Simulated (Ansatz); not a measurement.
# Ta16Ti: the cost of one run

Method: DFT PBE+D3(BJ), plane waves, PAW, scalar-relativistic, no spin polarisation, in Ansatz 0.2.0.

**1. The structure to begin with**

The cell holds 17 atoms (Ta16Ti): a = 6.620 Å, b = 6.620 Å, c = 17.965 Å, α = 90.00°, β = 90.00°, γ = 90.00°.

Coordinates:

```xyz
17
Lattice="6.6200 0.0000 0.0000 0.0000 6.6200 0.0000 0.0000 0.0000 17.9650" Properties=species:S:1:pos:R:3 pbc="T T T"
Ta    1.6550    1.6550    1.0000
Ta    4.9650    1.6550    1.0000
Ta    1.6550    4.9650    1.0000
Ta    4.9650    4.9650    1.0000
Ta    0.0000    0.0000    2.6550
Ta    3.3100    0.0000    2.6550
Ta    0.0000    3.3100    2.6550
Ta    3.3100    3.3100    2.6550
Ta    1.6550    1.6550    4.3100
Ta    4.9650    1.6550    4.3100
Ta    1.6550    4.9650    4.3100
Ta    4.9650    4.9650    4.3100
Ta    0.0000    0.0000    5.9650
Ta    3.3100    0.0000    5.9650
Ta    0.0000    3.3100    5.9650
Ta    3.3100    3.3100    5.9650
Ti    5.5020    1.1833    8.9250
```

**2. Relaxing end A**

input.yaml

```yaml
crystal:
  lattice:
    - [6.62, 0.0, 0.0]
    - [0.0, 6.62, 0.0]
    - [0.0, 0.0, 17.965]
  atoms:
    - { symbol: Ta, position: [0.25, 0.25, 0.0556638] }
    - { symbol: Ta, position: [0.75, 0.25, 0.0556638] }
    - { symbol: Ta, position: [0.25, 0.75, 0.0556638] }
    - { symbol: Ta, position: [0.75, 0.75, 0.0556638] }
    - { symbol: Ta, position: [0.0, 0.0, 0.1477874] }
    - { symbol: Ta, position: [0.5, 0.0, 0.1477874] }
    - { symbol: Ta, position: [0.0, 0.5, 0.1477874] }
    - { symbol: Ta, position: [0.5, 0.5, 0.1477874] }
    - { symbol: Ta, position: [0.25, 0.25, 0.2399109] }
    - { symbol: Ta, position: [0.75, 0.25, 0.2399109] }
    - { symbol: Ta, position: [0.25, 0.75, 0.2399109] }
    - { symbol: Ta, position: [0.75, 0.75, 0.2399109] }
    - { symbol: Ta, position: [0.0, 0.0, 0.3320345] }
    - { symbol: Ta, position: [0.5, 0.0, 0.3320345] }
    - { symbol: Ta, position: [0.0, 0.5, 0.3320345] }
    - { symbol: Ta, position: [0.5, 0.5, 0.3320345] }
    - { symbol: Ti, position: [0.8311235, 0.1787433, 0.4967993] }
basis:
  ecutwfc: 420.0
kpoints:
  mp_grid: { grid: [3, 3, 1] }
hamiltonian:
  xc: pbe
  dispersion: d3bj
  pseudopotentials: { kind: paw, azcp: { folder: soft_1 } }
scf:
  occupations: { method: gaussian, width: 0.05 }
  lower_state_search: "off"
relax:
  f_tol: 0.03
  max_steps: 60
  adjacent_minimum: "off"
  constraints: [{ sites: [0, 1, 2, 3] }]
```

On the command line:

```console
$ ansatz run input.yaml --threads 4 --pin off --max-ram 10240MiB --backend cpu --events-out ev --progress --plain --runs-dir out
```

What time and memory should one allow on 4 threads of Arm Neoverse V2, shared host?

About 4.4 min, with a peak of 2.2 GiB.
